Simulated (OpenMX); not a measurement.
Crystal: CS2.

```
CELL_PARAMETERS angstrom
3.64579 -2.99431 0.00000
3.64579 2.99431 0.00000
0.00000 0.00000 9.85126
ATOMIC_POSITIONS crystal
S 0.18152 0.81848 0.88687
S 0.31848 0.68152 0.38687
S 0.68152 0.31848 0.61313
S 0.81848 0.18152 0.11313
C 0.50000 0.50000 0.50000
C 0.00000 0.00000 0.00000
```

The cell comes from a database or a generator and needn't be the stable form of this composition.

Base run:

| Quantity | Value |
| --- | --- |
| Program | OpenMX 3.8.5 |
| Functional | PBE |
| Potentials or basis | OpenMX 2013 PBE set, S7.0-s2p2d1, C6.0-s2p2, grid cutoff 300 Ry |
| k mesh | 7 × 7 × 3 |
| Occupations | fermi-dirac, width 0.05 eV |
| Spin | no spin polarisation |

Its results: band gap on the k mesh 3.44 eV, direct; pressure 1.7 GPa; largest force 1.163 eV/Å.

The run is repeated on the same cell with these changes: potentials or basis from OpenMX 2013 PBE set, S7.0-s2p2d1, C6.0-s2p2, grid cutoff 300 Ry to OpenMX 2013 PBE set, S7.0-s2p2d1f1, C6.0-s2p2d1, grid cutoff 300 Ry. What comes out?

Band gap on the k mesh 3.52 eV, indirect (least direct gap 3.53 eV); pressure 1.2 GPa; largest force 0.866 eV/Å.

Caveats: the basis of atomic orbitals isn't converged, which shifts pressures, moduli and gaps; forces of over 1 eV/Å show positions far from the minimum, so gaps and moduli don't describe the material at rest (some runs).

Not every run made on this cell is shown here.
